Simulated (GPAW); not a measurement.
**CsLiCr2Te2S3: single point with PBE**

CsLiCr2Te2S3:

```xyz
9
Lattice="3.6036 0.0000 0.0000 -1.8018 3.1208 0.0000 0.0000 0.0000 19.0665" Properties=species:S:1:pos:R:3 pbc="T T T"
Cs    0.0000    0.0000    7.1307
Li    1.8018    1.0403    0.3064
Cr    0.0000    0.0000   16.5187
Cr    0.0000    2.0805    3.2095
Te    0.0000    2.0805   10.2751
Te    1.8018    1.0403   14.7338
S     0.0000    0.0000    1.9124
S     0.0000    2.0805   17.7166
S     1.8018    1.0403    4.4631
```

The cell was built by a generator and needn't be a form met in nature.

```
Program             : GPAW 26.7.0
Task                : single point
Functional          : PBE
Potentials or basis : GPAW PAW data sets (gpaw-data 1.2.1)
Cutoff              : 800 eV
Basis               : pw
k mesh              : 9 × 9 × 2
Occupations         : fermi-dirac, width 0.05 eV
Spin                : collinear spin, ferromagnetic start
Starting moments    : [0.0, 0.0, 3.0, 3.0, 0.0, 0.0, 0.0, 0.0, 0.0] μB
Ranks               : 4
Maxiter             : 150
```

```yaml
Pressure: 0.1 GPa
Largest_force: 0.101 eV/Å
Band_gap_on_the_k_mesh: none (metal or under the smearing width)
Net_moment: 5.65 μB per cell
Site_moments: Cs -0.00; Li -0.00; Cr +2.66, +2.80; Te -0.00, -0.14; S -0.05, -0.06 μB
```

Forces on the atoms (eV/Å):
```
Cs   0.000  0.000  0.036
Li   0.000  0.000  0.019
Cr   0.000  0.000 -0.101
Cr   0.000  0.000 -0.006
Te   0.000  0.000 -0.005
Te   0.000  0.000  0.059
S    0.000  0.000 -0.039
S    0.000  0.000  0.024
S    0.000  0.000  0.013
```

Stress tensor (GPa, compression positive):
```
 0.15  0.00  0.00
 0.00  0.15  0.00
 0.00  0.00 -0.03
```

Levels at points of the mesh, in eV from the Fermi level:
Spin up:
| k point | band 26 | band 27 | band 28 | band 29 | band 30 | band 31 | band 32 | band 33 |
| --- | --- | --- | --- | --- | --- | --- | --- | --- |
| (0.00, 0.00, 0.00) | -0.42 | 0.51 | 0.51 | 1.42 | 1.73 | 1.73 | 2.20 | 2.20 |
| (0.00, 0.00, 0.50) | -0.43 | 0.51 | 0.51 | 1.43 | 1.73 | 1.73 | 2.20 | 2.20 |
Spin down:
| k point | band 21 | band 22 | band 23 | band 24 | band 25 | band 26 |
| --- | --- | --- | --- | --- | --- | --- |
| (0.00, 0.00, 0.00) | 0.80 | 0.80 | 1.07 | 1.08 | 1.23 | 1.24 |
| (0.00, 0.00, 0.50) | 0.80 | 0.80 | 1.07 | 1.08 | 1.23 | 1.24 |

Wall time 3 min on 4 MPI ranks on Intel(R) Xeon(R) 6975P-C (Granite Rapids), on a shared host, peak memory 0.51 GiB a rank.

Caveat: only a ferromagnetic start was run, and an antiferromagnetic order may lie lower in energy. With open d or f shells a metallic result of PBE can be an artefact of self-interaction; +U or a hybrid may open a gap.
